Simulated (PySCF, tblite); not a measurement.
**C₃H₁₀GeS: geometry, infrared bands and NMR shifts**

Wanted: the infrared bands and NMR shifts of C₃H₁₀GeS (`CC[S][GeH2][CH3]`), by calculation.

Computed with tblite 0.8.0 and PySCF 2.14.0, with density-fitted response routines of our own, on a single molecule in the gas phase. Atoms are numbered from 0 throughout.

## 1. The molecule as given

15 atoms, charge 0, multiplicity 1; geometry from: force field or distance geometry start.

Bonds of the start (Å): C0–C1 1.53, C1–S2 1.83, S2–Ge3 2.20, Ge3–C4 1.93, C0–H5 1.10, C0–H6 1.11, C0–H7 1.10, C1–H8 1.09, C1–H9 1.11, Ge3–H10 1.54, Ge3–H11 1.56, C4–H12 1.11, C4–H13 1.11, C4–H14 1.13.

## 2. Relaxing the molecule with GFN2-xTB

What the job is given:

```
{"job": {"kind": "relax", "xc": "GFN2-xTB", "basis": "xTB"}, "charge": 0, "multiplicity": 1}
C     -2.233600    -0.390800     0.273700
C     -1.633100     0.827800    -0.426500
S     -0.521100     0.120200    -1.694800
Ge     1.175900    -0.768600    -0.610700
C      2.605200     0.492200    -0.291400
H     -2.898400    -0.121100     1.113900
H     -2.853500    -0.882900    -0.503800
H     -1.410200    -1.062000     0.558800
H     -2.386400     1.419100    -0.954800
H     -1.060900     1.457000     0.284300
H      1.746200    -1.930100    -1.448600
H      0.765000    -1.332900     0.783700
H      3.253100     0.062300     0.502700
H      3.230100     0.638100    -1.202700
H      2.217200     1.479800     0.088600
```

The run is started by

```bash
$ OMP_NUM_THREADS=1 python probes_run.py task.json out
```

One launch serves the whole session: the jobs run in the order shown.

**Question.** This job is followed by: GFN2-xTB harmonic vibrations, gas phase; GIAO PBE0/pcSseg-1 NMR shielding, non-relativistic, gas phase. Predict these results of the whole session: strongest single infrared mode (GFN2-xTB); zero-point energy (GFN2-xTB); 13C shifts against TMS (PBE0/pcSseg-1); 1H shifts against TMS (PBE0/pcSseg-1, means over atoms taken as alike); 33S shifts against CS2 (PBE0/pcSseg-1); 73Ge shifts against GeMe4 (PBE0/pcSseg-1).

As calculated:

| quantity | value |
| --- | --- |
| strongest single infrared mode (GFN2-xTB) | 1976 cm⁻¹, 456 km/mol |
| zero-point energy (GFN2-xTB) | 73.0 kcal/mol |
| 13C shifts against TMS (PBE0/pcSseg-1) | 29.0, 20.4, -0.2 ppm |
| 1H shifts against TMS (PBE0/pcSseg-1, means over atoms taken as alike) | 4.69, 2.45, 1.33, 0.50 ppm |
| 33S shifts against CS2 (PBE0/pcSseg-1) | -130 ppm |
| 73Ge shifts against GeMe4 (PBE0/pcSseg-1) | -78 ppm |

Relaxing lowered the energy by 0.306 eV in 80 steps; the close pair that moved most is Ge3–C4, from 1.932 to 1.977 Å. The lowest mode is slightly imaginary (7i cm⁻¹), a soft motion within the noise of the Hessian, so the minimum is not strictly shown. The strongest single mode, at 1976 cm⁻¹, moves mainly H10. GFN2-xTB is a fitted tight-binding method: band positions and strengths are rough. Its intensities can rank the bands wrongly. At PBE0/pcSseg-1: The largest span, 354 ppm, is at S2, where the paramagnetic term is -425 ppm. Spin-orbit coupling is left out, which matters for shieldings and couplings at and beside the heavy atoms.
